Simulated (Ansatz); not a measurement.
NiMoIrPdW:

```
Ni Mo Pd Ir W
1.0
     2.34460   -1.43138    0.00906
     2.34460    1.43138    0.00906
    -2.20600    0.00000   10.92374
Ni Mo Pd Ir W
1 1 1 1 1
Direct
  0.49838 0.49838 0.29525
  0.31773 0.31773 0.91207
  0.24733 0.24733 0.49061
  0.74982 0.74982 0.10802
  0.68673 0.68673 0.69406
```

The cell was built by a generator and needn't be a form met in nature.

Base run:

```yaml
Program: Ansatz 0.2.0
Functional: PBE
Potentials_or_basis: Ansatz PAW
Cutoff: "420 eV (not typed: the program's choice for these potentials)"
k_mesh: 11 × 11 × 3
Occupations: fermi-dirac, width 0.05 eV
Spin: collinear spin, ferromagnetic start
Starting_moments: "[1.0, 1.0, 0.0, 0.6, 0.0] μB"
Hubbard_terms: Ir d U = 4 eV, Mo d U = 4 eV, Ni d U = 4 eV, Pd d U = 4 eV, W d U = 4 eV
```

Its results: band gap on the k mesh none (metal or under the smearing width); pressure 6.0 GPa; net moment 1.34 μB per cell; largest force 0.527 eV/Å.

Question: The run is repeated on the same cell with these changes: potentials or basis from Ansatz PAW to Ansatz PAW earlier set; cutoff from 420 eV (not typed: the program's choice for these potentials) to 1080 eV; hubbard terms from Ir d U = 4 eV, Mo d U = 4 eV, Ni d U = 4 eV, Pd d U = 4 eV, W d U = 4 eV to none; hubbard projectors from ortho-atomic (the default) to none; valence electrons from 81 to 109. What comes out?

Answer: Band gap on the k mesh none (metal or under the smearing width); pressure 0.0 GPa; net moment 0.00 μB per cell; largest force 0.083 eV/Å.

Caveats: the magnetic or orbital state may not be the lowest (some runs); the U is typed as a test and isn't derived for this compound (some runs); the starting moments weren't kept (some runs).
